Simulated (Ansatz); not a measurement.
Working through a single point of GdAg, space group Pm-3m

With Ansatz's Python interface.

Run as a notebook:

```python
from collections import Counter
import warnings

import ansatz as az
import matplotlib.pyplot as plt
import numpy as np
from pymatgen.core import Structure
from pymatgen.symmetry.analyzer import SpacegroupAnalyzer
```

```python
warnings.simplefilter("ignore", az.DeckWarning)
```

```python
gdag = (
    az.Lattice.of((3.653, 0.0, 0.0), (0.0, 3.653, 0.0), (0.0, 0.0, 3.653))
    .atom("Gd", (0.5, 0.5, 0.5))
    .atom("Ag", (0.0, 0.0, 0.0))
    .moments(Gd=7)
)

[site.symbol for site in gdag.resolved().sites]
```

    ['Gd', 'Ag']

```python
# settings of the run
calculation = gdag.calculation()
calculation = calculation.functional("pbesol")
calculation = calculation.accuracy("low").kpoints(spacing=0.38)
calculation = calculation.occupations("cold", width=0.01)
calculation = calculation.spin("collinear")
calculation = calculation.mixing("anderson", beta=0.5)
calculation = calculation.scf(max_iterations=150).compute(band_table=True, density_of_states={"energy_step": 0.2, "nscf_kmesh_spacing": 0.24}, potential=True)
result = calculation.run(threads=1, backend="cpu")
data = result.report
```

    

```python
data["converged"], data["free_energy_ev"]
```

    (True, -16750.837552068402)

```python
print("%-22s %14.5f eV" % ("F = E - TS", data["free_energy_ev"]))
print("%-22s %14.5f eV" % ("E", data["internal_energy_ev"]))
print("%-22s %14.5f eV" % ("Harris-Foulkes", data["harris_foulkes_ev"]))
print("%-22s %14.5f eV" % ("Fermi level", data["fermi_energy_ev"]))
```

    F = E - TS               -16750.83755 eV
    E                        -16750.83723 eV
    Harris-Foulkes           -16750.83755 eV
    Fermi level                  14.42867 eV

```python
edges = data.get("band_edges_ev")
if edges:
    print(f"band edges on the mesh: {edges[0]:.3f} and {edges[1]:.3f} eV, gap {edges[1] - edges[0]:.3f} eV")
else:
    print("no band edges reported (a metal, or a gap too narrow for this smearing); Fermi level", round(data["fermi_energy_ev"], 3), "eV")
```

    no band edges reported (a metal, or a gap too narrow for this smearing); Fermi level 14.429 eV

```python
dos = result.density_of_states()
energy = np.asarray(dos.energies_ev) - dos.fermi_ev
top = min(levels[-1] for levels in data["eigenvalues_ev"]) - dos.fermi_ev  # the computed bands end here
fig, ax = plt.subplots(figsize=(5, 3.2))
for spin, channel in enumerate(dos.channels):
    ax.plot(energy, (-1) ** spin * np.asarray(channel.g_bin_mean_per_ev), lw=1)
ax.axvline(0, color="k", ls=":")
ax.set(xlim=(-8, min(6, top)), xlabel="E - E_F (eV)", ylabel="states/eV", title="GdAg")
fig.tight_layout()
fig.savefig("dos.png", dpi=100)
print("states below E_F:", round(float(np.interp(0.0, energy, dos.spin_summed_integrated)), 3))

final = Structure(result.lattice.cell_ang, [s.symbol for s in result.lattice.sites], [s.position_frac for s in result.lattice.sites])
# shortest distances, periodic images included
shortest = {}
for site, neighbours in zip(final, final.get_all_neighbors(5.0)):
    for other in neighbours:
        pair = "-".join(sorted((site.specie.symbol, other.specie.symbol)))
        shortest[pair] = min(shortest.get(pair, 9e9), other.nn_distance)
for pair, distance in sorted(shortest.items(), key=lambda item: item[1]):
    print(f"shortest {pair:6s} {distance:.4f} A")
```

    states below E_F: 37.186
    shortest Ag-Gd  3.1636 A
    shortest Gd-Gd  3.6530 A
    shortest Ag-Ag  3.6530 A

```python
analyser = SpacegroupAnalyzer(final, symprec=0.01)
standard = analyser.get_conventional_standard_structure()
print(analyser.get_crystal_system(), analyser.get_space_group_symbol(), len(standard), "atoms in the conventional cell")
print("a b c (A):", [round(x, 4) for x in standard.lattice.abc], " angles:", [round(x, 2) for x in standard.lattice.angles])
print(f"mass density {float(final.density):.3f} g/cm^3")
```

    cubic Pm-3m 2 atoms in the conventional cell
    a b c (A): [3.653, 3.653, 3.653]  angles: [90.0, 90.0, 90.0]
    mass density 9.031 g/cm^3

```python
v = result.potential()
line = v.v_es_ev.mean(axis=(0, 1))
print("planar mean of the electrostatic potential along the third grid axis (eV):")
np.round(line[:: max(len(line) // 12, 1)], 3)
```

    planar mean of the electrostatic potential along the third grid axis (eV):
    array([ 8.526,  9.139, 10.533, 10.994,  8.586,  5.573,  3.982,  4.538,
            6.971, 10.102, 11.056,  9.806,  8.684])

The settings weren't tested for convergence. Open f shells: without a Hubbard U, without spin-orbit coupling; the state reached hangs on the start and needn't be the lowest. The count of states below the Fermi level is interpolated on the energy grid. The mesh is modest for a metal, so energies can be off by several to tens of meV an atom and pressures by half a GPa or more; differences at equal mesh fare better. The zero of the levels is a convention of the potentials, so an absolute Fermi energy is no work function. The structure is a deposited one; some such entries were measured under pressure or heat, so a shift against it needn't be the functional's error alone. Levels are Kohn-Sham eigenvalues on this mesh, without spin-orbit coupling. The computed bands are complete only to about 4.6 eV above the Fermi level; beyond that the density of states is undercounted. Wall time of the script: 6.6 s on 1 thread of Arm Neoverse V1, on a shared host, peak memory 0.47 GiB.

(Lines on the test bed's own set-up are left out of the output.)
